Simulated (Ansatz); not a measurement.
# TePb, space group Fm-3m: a calculation of the dielectric tensor and Born charges

With Ansatz 0.2.0 through its Python package.

Contents of `tepb.extxyz`:
```text
2
Lattice="0.0 3.231 3.231 3.231 0.0 3.231 3.231 3.231 0.0" Properties=species:S:1:pos:R:3 pbc="T T T"
Te    3.23100000    3.23100000    3.23100000
Pb    0.00000000    0.00000000    0.00000000
```

Typed at the interpreter:
```pycon
>>> import ansatz as az
>>> import numpy as np
>>> K_LENGTH = 17
>>> FILLING = "fixed"
>>> cell = az.Crystal.from_extxyz("tepb.extxyz")
>>> cell.resolved().sites[-1]
Site(symbol='Pb', position=(0.0, 0.0, 0.0), moment=None, axis=None, held=None, saved=None)
>>> # an insulator: whole occupations
>>> calculation = cell.calculation()
>>> calculation = calculation.kpoints(length=K_LENGTH).functional(az.Functional.PBE)
>>> calculation = calculation.pseudopotentials("paw").occupations(FILLING)
>>> calculation = calculation.dielectric()
>>> out = calculation.run()
DeckWarning: basis.ecutwfc = 420 eV, auto-derived from the records' recommended cutoffs: set by Te (normal level)
>>> response = out.dielectric
>>> eps = np.asarray(response.eps_inf)
>>> values = np.linalg.eigvalsh(eps)
>>> print("principal values of eps_inf:", np.round(values, 3))
principal values of eps_inf: [28.608 28.608 28.608]
>>> print("refractive indices:", np.round(np.sqrt(values), 3))
refractive indices: [5.349 5.349 5.349]
>>> for index, (site, z) in enumerate(zip(out.lattice.sites, response.zstar_e)):
...     print("Born charge tensor of", site.symbol, index)
...     print(np.round(z, 3) + 0.0)
...
Born charge tensor of Te 0
[[-5.836  0.     0.   ]
 [ 0.    -5.836  0.   ]
 [ 0.     0.    -5.836]]
Born charge tensor of Pb 1
[[5.836 0.    0.   ]
 [0.    5.836 0.   ]
 [0.    0.    5.836]]
>>> print(f"charge neutrality missed by {response.zstar_sum_residual_pre_e:.4f} e before the sum rule")
charge neutrality missed by 0.0041 e before the sum rule
```

Notes:
- The Fermi level of a run with fixed occupations marks the highest occupied state on its mesh, not mid-gap.
- Spin-orbit coupling, which matters for elements this heavy, is left out.
- The structure is a deposited one; some such entries were measured under pressure or heat, so a shift against it needn't be the functional's error alone.
- Warnings are shown shortened and without file and line.
- This is the electronic (clamped-ion) response; a semilocal gap that is too small tends to raise it. The typed mesh is that of the SCF; the response is solved on denser meshes that the run picks.
- The whole script took 66 s on 1 thread of Arm Neoverse V2, on a shared host, peak memory 0.79 GiB.

(Lines on the test bed's own set-up are left out of the output.)
